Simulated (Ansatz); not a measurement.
# CH4GeOS: the cost of one run

All numbers below are computed with Ansatz 0.2.0 (RKS PBE0/def2-SVP).

## Step 1: The starting structure

Bond lengths: C1–O2 1.371 Å, O2–Ge3 1.780 Å, C1–S4 1.814 Å, Ge3–S4 2.125 Å, C1–H5 1.120 Å, C1–H6 1.174 Å, Ge3–H7 1.606 Å, Ge3–H8 1.498 Å. Angles: C1–O2–Ge3 95.9°, O2–C1–S4 108.3°, O2–C1–H5 113.5°, O2–C1–H6 109.8°, S4–C1–H5 108.6°, S4–C1–H6 111.3°, H5–C1–H6 105.3°, O2–Ge3–S4 82.7°, O2–Ge3–H7 110.1°, O2–Ge3–H8 112.6°, S4–Ge3–H7 110.9°, S4–Ge3–H8 117.2°, H7–Ge3–H8 118.0°, C1–S4–Ge3 73.0°.

Structure file:

```xyz
8

C    -0.3177    1.0618   -0.1980
O     0.1403    0.4688    0.9499
Ge    0.3457   -1.1543    0.2495
S    -0.3260   -0.1827   -1.5173
H     0.3052    1.9316   -0.5311
H    -1.3921    1.5007   -0.0180
H     1.9074   -1.5155    0.1450
H    -0.5707   -2.1674    0.8641
```

## Step 2: Relaxing end A

input.yaml

```yaml
crystal:
  periodic: [false, false, false]
  atoms:
    - { symbol: C, position_ang: [-0.3177, 1.0618, -0.198] }
    - { symbol: O, position_ang: [0.1403, 0.4688, 0.9499] }
    - { symbol: Ge, position_ang: [0.3457, -1.1543, 0.2495] }
    - { symbol: S, position_ang: [-0.326, -0.1827, -1.5173] }
    - { symbol: H, position_ang: [0.3052, 1.9316, -0.5311] }
    - { symbol: H, position_ang: [-1.3921, 1.5007, -0.018] }
    - { symbol: H, position_ang: [1.9074, -1.5155, 0.145] }
    - { symbol: H, position_ang: [-0.5707, -2.1674, 0.8641] }
basis:
  gaussian: { orbitals: def2-SVP }
hamiltonian:
  xc: pbe0
relax:
  f_tol: 0.02
  max_steps: 50
```

The run is started by

```console
> ansatz run input.yaml --threads 2 --pin off --max-ram 3072MiB --backend cpu --events-out ev --progress --plain --runs-dir out
```

What time and memory should one allow on 2 threads of Intel Xeon 6975P-C (Granite Rapids), shared host?

About 11 s, with a peak of 0.24 GiB.
